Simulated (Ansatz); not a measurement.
**AlHCl₂ + NH₃: a complex and its separated parts, part 1 of 2**

Aim: how far the complex at one end of a reaction step lies below its separated, relaxed parts, level by level.

Program: Ansatz 0.2.0, Gaussian basis. Level of theory: PBE0-D4/def2-TZVP structures, single points in def2-TZVPP, no counterpoise correction. These are calculated values, not measurements.

Levels: SPW92, PBE-D4, BLYP-D4, r2SCAN-D4, B97M-V, PBE0-D4, B3LYP-D4, r2SCAN0-D4, BHLYP-D4, CAM-B3LYP-D4, wB97X-V, wB97M-V, B2PLYP, PBE-QIDH, RPA on PBE, Hartree-Fock, MP2, CCSD, CCSD(T).

Cores are frozen in the correlated methods. B3LYP uses VWN-RPA correlation. B2PLYP carries no dispersion term here.

94 further runs of the same task are left out: 94 set aside as unsound or not needed.

## 1. Where the work starts

The complex: 8 atoms, charge 0, spin multiplicity 1.

Atoms are counted from 1 here; the program's logs count them from 0.

Bond lengths: Al1–N2 2.027 Å, Al1–Cl3 2.132 Å, Al1–Cl4 2.132 Å, Al1–H6 1.577 Å, N2–H5 1.015 Å, N2–H7 1.016 Å, N2–H8 1.016 Å. Angles: N2–Al1–Cl3 98.9°, N2–Al1–Cl4 98.9°, N2–Al1–H6 104.9°, Cl3–Al1–Cl4 114.9°, Cl3–Al1–H6 117.3°, Cl4–Al1–H6 117.3°, Al1–N2–H5 113.1°, Al1–N2–H7 109.3°, Al1–N2–H8 109.3°, H5–N2–H7 108.4°, H5–N2–H8 108.4°, H7–N2–H8 108.3°.

Geometry (Å):

```xyz
8
AlCl2H4N
Al   -0.53635   -0.19202   -0.84394
N     0.64237    0.28836    0.73398
Cl   -0.37173   -2.31494   -0.74470
Cl   -2.38250    0.59870   -0.12967
H     1.42578    0.88234    0.48033
H     0.12852    0.52773   -2.07999
H     0.08592    0.77300    1.43289
H     1.00789   -0.56337    1.15101
```

Its parts: AlHCl₂ holds atoms 1, 3, 4, 6; NH₃ holds atoms 2, 5, 7, 8. Each part counts its atoms afresh in its own runs.

## 2. Relaxing AlHCl₂ alone

relax-a/in.yaml

```yaml
crystal:
  periodic: [false, false, false]
  atoms:
    - {symbol: Al, position_ang: [-0.536347, -0.192024, -0.843942]}
    - {symbol: Cl, position_ang: [-0.371730, -2.314941, -0.744696]}
    - {symbol: Cl, position_ang: [-2.382504, 0.598703, -0.129673]}
    - {symbol: H, position_ang: [0.128524, 0.527729, -2.079990]}
basis:
  gaussian: {orbitals: def2-TZVP}
hamiltonian: {xc: pbe0, dispersion: d4}
relax: {f_tol: 0.005, max_steps: 200}
```

On the command line:

```
> ansatz run in.yaml --threads 4 --pin off --events-out ev --progress --plain --max-ram 9574MiB
```

Output, shortened:

```text
Functional definition: PBE0
  name "PBE0"
  cite "Adamo & Barone, J. Chem. Phys. 110, 6158 (1999) doi:10.1063/1.478522"
  cite "Perdew, Burke & Ernzerhof, Phys. Rev. Lett. 77, 3865 (1996) doi:10.1103/PhysRevLett.77.3865"
  parent pbe
[...]
859 factors; their error is unknown
[...]
mean field -31651.54088946 eV, -1163.1726735028 hartree, gradient 3.3e-5 eV, S^2 0.000000; 0 other end points of the search recorded, 0 dependent functions left out
[...]
reference -31651.54091768 eV, -1163.1726745398 hartree; 24, 24 occupied and 93, 93 virtual orbitals, 859 factors
[...]
859 factors; their error is unknown
mean field -31651.80877395 eV, -1163.1825180760 hartree, gradient 3.8e-5 eV, S^2 0.000000; 1 other end points of the search recorded, 0 dependent functions left out
[...]
reference -31651.80880199 eV, -1163.1825191066 hartree; 24, 24 occupied and 93, 93 virtual orbitals, 859 factors
Total energy: -31651.88570974 eV, -1163.1853454143 hartree
Atom 0 at    -0.706919    -0.268709    -1.038325 Å, force    -0.000415    -0.000382     0.000453 eV/Å
Atom 1 at    -0.328442    -2.285420    -0.684519 Å, force     0.000134     0.000098    -0.000138 eV/Å
Atom 2 at    -2.328008     0.611984    -0.072924 Å, force     0.000113     0.000129    -0.000131 eV/Å
Atom 3 at     0.201312     0.561612    -2.002532 Å, force     0.000168     0.000155    -0.000184 eV/Å
Dipole moment:     0.123338     0.112758    -0.130942 e Å
```

Wall time 4.6 s (4 threads of Arm Neoverse V2, shared host).

Along the way:

```tsv
step	energy from step 1 (eV)	largest force component (eV/Å)
1	0.0000	1.2627
2	-0.2330	0.4594
3	-0.2675	0.0961
4	-0.2681	0.0130
5	-0.2681	0.0005
```

Close pairs (by a distance rule), those that changed most:

```tsv
bond	before (Å)	after (Å)	change (Å)
Al1–Cl3	2.132	2.082	-0.049
Al1–Cl2	2.132	2.082	-0.049
Al1–H4	1.577	1.563	-0.014
```

## 3. Relaxing NH₃ alone

relax-b/in.yaml

```yaml
crystal:
  periodic: [false, false, false]
  atoms:
    - {symbol: N, position_ang: [0.642367, 0.288364, 0.733977]}
    - {symbol: H, position_ang: [1.425778, 0.882344, 0.480328]}
    - {symbol: H, position_ang: [0.085921, 0.772999, 1.432888]}
    - {symbol: H, position_ang: [1.007892, -0.563373, 1.151008]}
basis:
  gaussian: {orbitals: def2-TZVP}
hamiltonian: {xc: pbe0, dispersion: d4}
relax: {f_tol: 0.005, max_steps: 200}
```

On the command line:

```
> ansatz run in.yaml --threads 4 --pin off --events-out ev --progress --plain --max-ram 9574MiB
```

Output, shortened:

```text
[... 5 set-up lines as earlier in the session ...]
[...]
287 factors; their error is unknown
[...]
mean field -1537.79538187 eV, -56.5129379287 hartree, gradient 1.5e-5 eV, S^2 0.000000; 0 other end points of the search recorded, 0 dependent functions left out
[...]
Total energy: -1537.80844354 eV, -56.5134179360 hartree
Atom 0 at     0.634227     0.285098     0.722834 Å, force     0.000050     0.000153    -0.000561 eV/Å
Atom 1 at     1.421821     0.877498     0.490361 Å, force     0.000206     0.000178    -0.000171 eV/Å
Atom 2 at     0.097349     0.769258     1.431798 Å, force    -0.000225    -0.000026     0.000395 eV/Å
Atom 3 at     1.008561    -0.551520     1.153208 Å, force    -0.000032    -0.000306     0.000336 eV/Å
Dipole moment:     0.195521     0.075053     0.283686 e Å
```

Run time: 0.7 s. Hardware: 4 threads of Arm Neoverse V2, shared host.

Relaxation path:

```tsv
step	energy from step 1 (eV)	largest force component (eV/Å)
1	0.0000	0.2441
2	-0.0034	0.0541
3	-0.0039	0.0397
4	-0.0039	0.0006
```

Close pairs (by a distance rule), those that changed most:

```tsv
bond	before (Å)	after (Å)	change (Å)
N1–H3	1.016	1.013	-0.004
N1–H4	1.016	1.013	-0.004
N1–H2	1.015	1.013	-0.003
```

## 4. SPW92/def2-TZVPP

parta/in.yaml

```yaml
crystal:
  periodic: [false, false, false]
  atoms:
    - {symbol: Al, position_ang: [-0.706919, -0.268709, -1.038325]}
    - {symbol: Cl, position_ang: [-0.328442, -2.285420, -0.684519]}
    - {symbol: Cl, position_ang: [-2.328008, 0.611984, -0.072924]}
    - {symbol: H, position_ang: [0.201312, 0.561612, -2.002532]}
basis:
  gaussian: {orbitals: def2-TZVPP}
hamiltonian: {xc: lda}
```

partb/in.yaml

```yaml
crystal:
  periodic: [false, false, false]
  atoms:
    - {symbol: N, position_ang: [0.634227, 0.285098, 0.722834]}
    - {symbol: H, position_ang: [1.421821, 0.877498, 0.490361]}
    - {symbol: H, position_ang: [0.097349, 0.769258, 1.431798]}
    - {symbol: H, position_ang: [1.008561, -0.551520, 1.153208]}
basis:
  gaussian: {orbitals: def2-TZVPP}
hamiltonian: {xc: lda}
```

Each run has its own folder and the same command.

On the command line:

```
> ansatz run in.yaml --threads 4 --pin off --events-out ev --progress --plain --max-ram 9574MiB
```

parta printed, shortened:

```text
Functional definition: SPW92
  name "SPW92"
  cite "Dirac, Proc. Camb. Phil. Soc. 26, 376 (1930) doi:10.1017/S0305004100016108"
  cite "Slater, Phys. Rev. 81, 385 (1951) doi:10.1103/PhysRev.81.385"
  cite "Perdew & Wang, Phys. Rev. B 45, 13244 (1992) doi:10.1103/PhysRevB.45.13244"
[...]
916 factors; their error is unknown
[...]
mean field -31553.31073682 eV, -1159.5627819761 hartree, gradient 1.8e-5 eV, S^2 0.000000; 0 other end points of the search recorded, 0 dependent functions left out
reference -31553.31077202 eV, -1159.5627832696 hartree; 24, 24 occupied and 116, 116 virtual orbitals, 916 factors
Total energy: -31553.31077202 eV, -1159.5627832696 hartree
```

partb printed, shortened:

```text
[... 5 set-up lines as earlier in the session ...]
[...]
332 factors; their error is unknown
[...]
mean field -1526.58937387 eV, -56.1011247301 hartree, gradient 8.6e-5 eV, S^2 0.000000; 0 other end points of the search recorded, 0 dependent functions left out
reference -1526.58939327 eV, -56.1011254431 hartree; 5, 5 occupied and 68, 68 virtual orbitals, 332 factors
Total energy: -1526.58939327 eV, -56.1011254431 hartree
```

Wall times: 0.4 s (parta), 0.15 s (partb) on 4 threads of Arm Neoverse V2, shared host.

## 5. PBE-D4/def2-TZVPP

The same edit goes into each in.yaml of step 4 (parta, partb):

```diff
-hamiltonian: {xc: lda}
+hamiltonian: {xc: pbe, dispersion: d4}
```

One command serves all of them, each in its own folder.

On the command line:

```
> ansatz run in.yaml --threads 4 --pin off --events-out ev --progress --plain --max-ram 9574MiB
```

Log of parta, shortened:

```text
Functional definition: PBE
  name "PBE"
[... 2 set-up lines as earlier in the session ...]
[...]
916 factors; their error is unknown
[...]
mean field -31649.10448911 eV, -1163.0831374413 hartree, gradient 3.1e-5 eV, S^2 0.000000; 0 other end points of the search recorded, 0 dependent functions left out
reference -31649.10452662 eV, -1163.0831388198 hartree; 24, 24 occupied and 116, 116 virtual orbitals, 916 factors
Total energy: -31649.19440461 eV, -1163.0864417751 hartree
```

Log of partb, shortened:

```text
[... 4 set-up lines as earlier in the session ...]
[...]
332 factors; their error is unknown
[...]
mean field -1537.73151846 eV, -56.5105909916 hartree, gradient 5.6e-5 eV, S^2 0.000000; 0 other end points of the search recorded, 0 dependent functions left out
reference -1537.73153881 eV, -56.5105917394 hartree; 5, 5 occupied and 68, 68 virtual orbitals, 332 factors
Total energy: -1537.74291668 eV, -56.5110098685 hartree
```

They took 0.65 s (parta), 0.15 s (partb) on 4 threads of Arm Neoverse V2, shared host.

## 6. BLYP-D4/def2-TZVPP

The same edit goes into each in.yaml of step 5 (parta, partb):

```diff
-hamiltonian: {xc: pbe, dispersion: d4}
+hamiltonian: {xc: {name: BLYP}, dispersion: d4}
```

Each run has its own folder and the same command.

On the command line:

```
> ansatz run in.yaml --threads 4 --pin off --events-out ev --progress --plain --max-ram 9574MiB
```

parta printed, shortened:

```text
Functional definition: BLYP
  name "BLYP"
  cite "Becke, Phys. Rev. A 38, 3098 (1988) doi:10.1103/PhysRevA.38.3098"
  cite "Lee, Yang & Parr, Phys. Rev. B 37, 785 (1988) doi:10.1103/PhysRevB.37.785"
[...]
916 factors; their error is unknown
[...]
mean field -31663.09126781 eV, -1163.5971420781 hartree, gradient 3.2e-5 eV, S^2 0.000000; 0 other end points of the search recorded, 0 dependent functions left out
reference -31663.09159441 eV, -1163.5971540804 hartree; 24, 24 occupied and 116, 116 virtual orbitals, 916 factors
Total energy: -31663.28239246 eV, -1163.6041657793 hartree
```

Log of partb, shortened:

```text
[... 4 set-up lines as earlier in the session ...]
[...]
332 factors; their error is unknown
[...]
mean field -1539.10790706 eV, -56.5611723397 hartree, gradient 5.0e-5 eV, S^2 0.000000; 0 other end points of the search recorded, 0 dependent functions left out
reference -1539.10809264 eV, -56.5611791595 hartree; 5, 5 occupied and 68, 68 virtual orbitals, 332 factors
Total energy: -1539.13554180 eV, -56.5621878975 hartree
```

Wall times: 0.6 s (parta), 0.2 s (partb) on 4 threads of Arm Neoverse V2, shared host.

## 7. r2SCAN-D4/def2-TZVPP

The same edit goes into each in.yaml of step 6 (parta, partb):

```diff
-hamiltonian: {xc: {name: BLYP}, dispersion: d4}
+hamiltonian: {xc: r2scan, dispersion: d4}
```

The same command starts each run, in its folder.

On the command line:

```
> ansatz run in.yaml --threads 4 --pin off --events-out ev --progress --plain --max-ram 9574MiB
```

parta printed, shortened:

```text
Functional definition: r2SCAN
  name "r2SCAN"
  cite "Furness, Kaplan, Ning, Perdew & Sun, J. Phys. Chem. Lett. 11, 8208 (2020) doi:10.1021/acs.jpclett.0c02405"
  cite "Furness, Kaplan, Ning, Perdew & Sun, J. Phys. Chem. Lett. 11, 9248 (2020) doi:10.1021/acs.jpclett.0c03077"
  parent r2scan
[...]
916 factors; their error is unknown
[...]
mean field -31660.86128258 eV, -1163.5151916323 hartree, gradient 2.9e-5 eV, S^2 0.000000; 0 other end points of the search recorded, 0 dependent functions left out
reference -31660.86129310 eV, -1163.5151920187 hartree; 24, 24 occupied and 116, 116 virtual orbitals, 916 factors
Total energy: -31660.88083485 eV, -1163.5159101649 hartree
```

partb printed, shortened:

```text
[... 5 set-up lines as earlier in the session ...]
[...]
332 factors; their error is unknown
[...]
mean field -1538.76470317 eV, -56.5485598294 hartree, gradient 2.8e-5 eV, S^2 0.000000; 0 other end points of the search recorded, 0 dependent functions left out
reference -1538.76470963 eV, -56.5485600667 hartree; 5, 5 occupied and 68, 68 virtual orbitals, 332 factors
Total energy: -1538.76742256 eV, -56.5486597652 hartree
```

Wall times: 1.6 s (parta), 0.45 s (partb) on 4 threads of Arm Neoverse V2, shared host.

## 8. B97M-V/def2-TZVPP

Each input of step 7 (parta, partb) changes in the same lines:

```diff
-hamiltonian: {xc: r2scan, dispersion: d4}
+hamiltonian: {xc: {name: B97M-V}}
```

One command serves all of them, each in its own folder.

On the command line:

```
> ansatz run in.yaml --threads 4 --pin off --events-out ev --progress --plain --max-ram 9574MiB
```

Output in parta, shortened:

```text
Functional definition: B97M-V
  name "B97M-V"
  cite "Mardirossian & Head-Gordon, J. Chem. Phys. 142, 074111 (2015) doi:10.1063/1.4907719"
  cite "Becke, J. Chem. Phys. 107, 8554 (1997) doi:10.1063/1.475007"
  cite "Vydrov & Van Voorhis, J. Chem. Phys. 133, 244103 (2010) doi:10.1063/1.3521275"
  # Of w^i u^j: cxij and so on, Table III.
[...]
  gx(w, u) = cx00 + cx01*u + cx02*u^2 + (cx10 + cx11*u)*w
[...]
  gos(w, u) = cos00 + cos01*u + cos03*u^3 + cos10*w + cos32*w^3*u^2
[...]
      + integral(e_c_pw_mod_opposite_spin*gos(b97_w_opposite, b97_u_opposite)) + vv10(b, c)
916 factors; their error is unknown
[...]
mean field -31655.25792398 eV, -1163.3092720018 hartree, gradient 2.7e-5 eV, S^2 0.000000; 0 other end points of the search recorded, 0 dependent functions left out
reference -31655.25797586 eV, -1163.3092739085 hartree; 24, 24 occupied and 116, 116 virtual orbitals, 916 factors
Total energy: -31655.25797586 eV, -1163.3092739085 hartree
```

partb printed, shortened:

```text
[... 5 set-up lines as earlier in the session ...]
  # Of w^i u^j: cxij and so on, Table III.
[...]
  gx(w, u) = cx00 + cx01*u + cx02*u^2 + (cx10 + cx11*u)*w
[...]
  gos(w, u) = cos00 + cos01*u + cos03*u^3 + cos10*w + cos32*w^3*u^2
[...]
      + integral(e_c_pw_mod_opposite_spin*gos(b97_w_opposite, b97_u_opposite)) + vv10(b, c)
332 factors; their error is unknown
[...]
mean field -1539.38744584 eV, -56.5714452002 hartree, gradient 4.5e-5 eV, S^2 0.000000; 0 other end points of the search recorded, 0 dependent functions left out
reference -1539.38747866 eV, -56.5714464065 hartree; 5, 5 occupied and 68, 68 virtual orbitals, 332 factors
Total energy: -1539.38747866 eV, -56.5714464065 hartree
```

They took 2.3 s (parta), 0.5 s (partb) on 4 threads of Arm Neoverse V2, shared host.

## 9. PBE0-D4/def2-TZVPP

Each input of step 8 (parta, partb) changes in the same lines:

```diff
-hamiltonian: {xc: {name: B97M-V}}
+hamiltonian: {xc: pbe0, dispersion: d4}
+output: {orbitals: {seedname: orbitals}}
```

The same command starts each run, in its folder.

On the command line:

```
> ansatz run in.yaml --threads 4 --pin off --events-out ev --progress --plain --max-ram 9574MiB
```

Log of parta, shortened:

```text
[... 5 set-up lines as earlier in the session ...]
[...]
1009 factors; their error is unknown
[...]
mean field -31651.81981843 eV, -1163.1829239534 hartree, gradient 3.9e-5 eV, S^2 0.000000; 0 other end points of the search recorded, 0 dependent functions left out
reference -31651.81984635 eV, -1163.1829249794 hartree; 24, 24 occupied and 116, 116 virtual orbitals, 1009 factors
Total energy: -31651.89675411 eV, -1163.1857512873 hartree
```

partb printed, shortened:

```text
[... 5 set-up lines as earlier in the session ...]
[...]
332 factors; their error is unknown
[...]
mean field -1537.87184264 eV, -56.5157478102 hartree, gradient 9.5e-6 eV, S^2 0.000000; 0 other end points of the search recorded, 0 dependent functions left out
reference -1537.87185856 eV, -56.5157483951 hartree; 5, 5 occupied and 68, 68 virtual orbitals, 332 factors
Total energy: -1537.88097427 eV, -56.5160833911 hartree
```

Times: 0.9 s (parta), 0.2 s (partb) on 4 threads of Arm Neoverse V2, shared host.

## 10. B3LYP-D4/def2-TZVPP

The same edit goes into each in.yaml of step 9 (parta, partb):

```diff
-hamiltonian: {xc: pbe0, dispersion: d4}
-output: {orbitals: {seedname: orbitals}}
+hamiltonian: {xc: {name: B3LYP}, dispersion: d4}
```

The same command starts each run, in its folder.

On the command line:

```
> ansatz run in.yaml --threads 4 --pin off --events-out ev --progress --plain --max-ram 9574MiB
```

Output in parta, shortened:

```text
Functional definition: B3LYP
  name "B3LYP"
  cite "Stephens, Devlin, Chabalowski & Frisch, J. Phys. Chem. 98, 11623 (1994) doi:10.1021/j100096a001"
[... 2 set-up lines as earlier in the session ...]
  cite "Vosko, Wilk & Nusair, Can. J. Phys. 58, 1200 (1980) doi:10.1139/p80-159"
[...]
978 factors; their error is unknown
[...]
mean field -31664.65721061 eV, -1163.6546894142 hartree, gradient 1.1e-5 eV, S^2 0.000000; 0 other end points of the search recorded, 0 dependent functions left out
reference -31664.65745449 eV, -1163.6546983767 hartree; 24, 24 occupied and 116, 116 virtual orbitals, 978 factors
Total energy: -31664.80584382 eV, -1163.6601515839 hartree
```

Output in partb, shortened:

```text
[... 6 set-up lines as earlier in the session ...]
[...]
332 factors; their error is unknown
[...]
mean field -1539.85469644 eV, -56.5886163432 hartree, gradient 2.8e-5 eV, S^2 0.000000; 0 other end points of the search recorded, 0 dependent functions left out
reference -1539.85483606 eV, -56.5886214740 hartree; 5, 5 occupied and 68, 68 virtual orbitals, 332 factors
Total energy: -1539.87289678 eV, -56.5892851932 hartree
```

Times: 1 s (parta), 0.2 s (partb) on 4 threads of Arm Neoverse V2, shared host.

## 11. r2SCAN0-D4/def2-TZVPP

Each input of step 10 (parta, partb) changes in the same lines:

```diff
-hamiltonian: {xc: {name: B3LYP}, dispersion: d4}
+hamiltonian: {xc: {name: r2SCAN0}, dispersion: d4}
```

Each run has its own folder and the same command.

On the command line:

```
> ansatz run in.yaml --threads 4 --pin off --events-out ev --progress --plain --max-ram 9574MiB
```

Output in parta, shortened:

```text
Functional definition: r2SCAN0
  name "r2SCAN0"
  cite "Bursch, Neugebauer, Ehlert & Grimme, J. Chem. Phys. 156, 134105 (2022) doi:10.1063/5.0086040"
[... 3 set-up lines as earlier in the session ...]
[...]
1009 factors; their error is unknown
[...]
mean field -31660.58496801 eV, -1163.5050372591 hartree, gradient 5.1e-5 eV, S^2 0.000000; 0 other end points of the search recorded, 0 dependent functions left out
reference -31660.58497638 eV, -1163.5050375667 hartree; 24, 24 occupied and 116, 116 virtual orbitals, 1009 factors
Total energy: -31660.60941045 eV, -1163.5059355023 hartree
```

Log of partb, shortened:

```text
[... 6 set-up lines as earlier in the session ...]
[...]
332 factors; their error is unknown
[...]
mean field -1538.56925393 eV, -56.5413772023 hartree, gradient 4.6e-5 eV, S^2 0.000000; 0 other end points of the search recorded, 0 dependent functions left out
reference -1538.56925902 eV, -56.5413773892 hartree; 5, 5 occupied and 68, 68 virtual orbitals, 332 factors
Total energy: -1538.57226032 eV, -56.5414876849 hartree
```

Times: 1.9 s (parta), 0.45 s (partb) on 4 threads of Arm Neoverse V2, shared host.

## 12. BHLYP-D4/def2-TZVPP

The same edit goes into each in.yaml of step 11 (parta, partb):

```diff
-hamiltonian: {xc: {name: r2SCAN0}, dispersion: d4}
+hamiltonian: {xc: {name: BHLYP}, dispersion: d4}
```

One command serves all of them, each in its own folder.

On the command line:

```
> ansatz run in.yaml --threads 4 --pin off --events-out ev --progress --plain --max-ram 9574MiB
```

Log of parta, shortened:

```text
Functional definition: BHLYP
  name "BHLYP"
  cite "Becke, J. Chem. Phys. 98, 1372 (1993) doi:10.1063/1.464304"
[... 2 set-up lines as earlier in the session ...]
[...]
1052 factors; their error is unknown
[...]
mean field -31663.36683433 eV, -1163.6072689608 hartree, gradient 1.7e-5 eV, S^2 0.000000; 0 other end points of the search recorded, 0 dependent functions left out
reference -31663.36700005 eV, -1163.6072750507 hartree; 24, 24 occupied and 116, 116 virtual orbitals, 1052 factors
Total energy: -31663.50253693 eV, -1163.6122559393 hartree
```

Log of partb, shortened:

```text
[... 5 set-up lines as earlier in the session ...]
[...]
346 factors; their error is unknown
[...]
mean field -1538.73563657 eV, -56.5474916514 hartree, gradient 7.6e-5 eV, S^2 0.000000; 0 other end points of the search recorded, 0 dependent functions left out
reference -1538.73573322 eV, -56.5474952032 hartree; 5, 5 occupied and 68, 68 virtual orbitals, 346 factors
Total energy: -1538.74643331 eV, -56.5478884242 hartree
```

They took 1 s (parta), 0.2 s (partb) on 4 threads of Arm Neoverse V2, shared host.

## 13. CAM-B3LYP-D4/def2-TZVPP

Each input of step 12 (parta, partb) changes in the same lines:

```diff
-hamiltonian: {xc: {name: BHLYP}, dispersion: d4}
+hamiltonian: {xc: {name: CAM-B3LYP}, dispersion: d4}
```

Each run has its own folder and the same command.

On the command line:

```
> ansatz run in.yaml --threads 4 --pin off --events-out ev --progress --plain --max-ram 9574MiB
```

Output in parta, shortened:

```text
Functional definition: CAM-B3LYP
  name "CAM-B3LYP"
  cite "Yanai, Tew & Handy, Chem. Phys. Lett. 393, 51 (2004) doi:10.1016/j.cplett.2004.06.011"
  cite "Iikura, Tsuneda, Yanai & Hirao, J. Chem. Phys. 115, 3540 (2001) doi:10.1063/1.1383587"
[... 2 set-up lines as earlier in the session ...]
[...]
973 factors; their error is unknown
183 factors; integrals over basis functions are off by at most 1.5e-5 eV
[...]
mean field -31664.13466773 eV, -1163.6354863176 hartree, gradient 2.4e-5 eV, S^2 0.000000; 0 other end points of the search recorded, 0 dependent functions left out
reference -31664.13478698 eV, -1163.6354907003 hartree; 24, 24 occupied and 116, 116 virtual orbitals, 973 factors
Total energy: -31664.21530563 eV, -1163.6384497057 hartree
```

Output in partb, shortened:

```text
[... 6 set-up lines as earlier in the session ...]
[...]
  # Exact exchange under (alpha + beta erf(omega r))/r, Becke's under what is left of 1/r.
[...]
332 factors; their error is unknown
102 factors; integrals over basis functions are off by at most 1.4e-5 eV
[...]
mean field -1539.00932089 eV, -56.5575493646 hartree, gradient 6.3e-5 eV, S^2 0.000000; 0 other end points of the search recorded, 0 dependent functions left out
reference -1539.00938898 eV, -56.5575518668 hartree; 5, 5 occupied and 68, 68 virtual orbitals, 332 factors
Total energy: -1539.01811377 eV, -56.5578724973 hartree
```

They took 1.1 s (parta), 0.25 s (partb) on 4 threads of Arm Neoverse V2, shared host.

(Continued in part 2 of 2.)
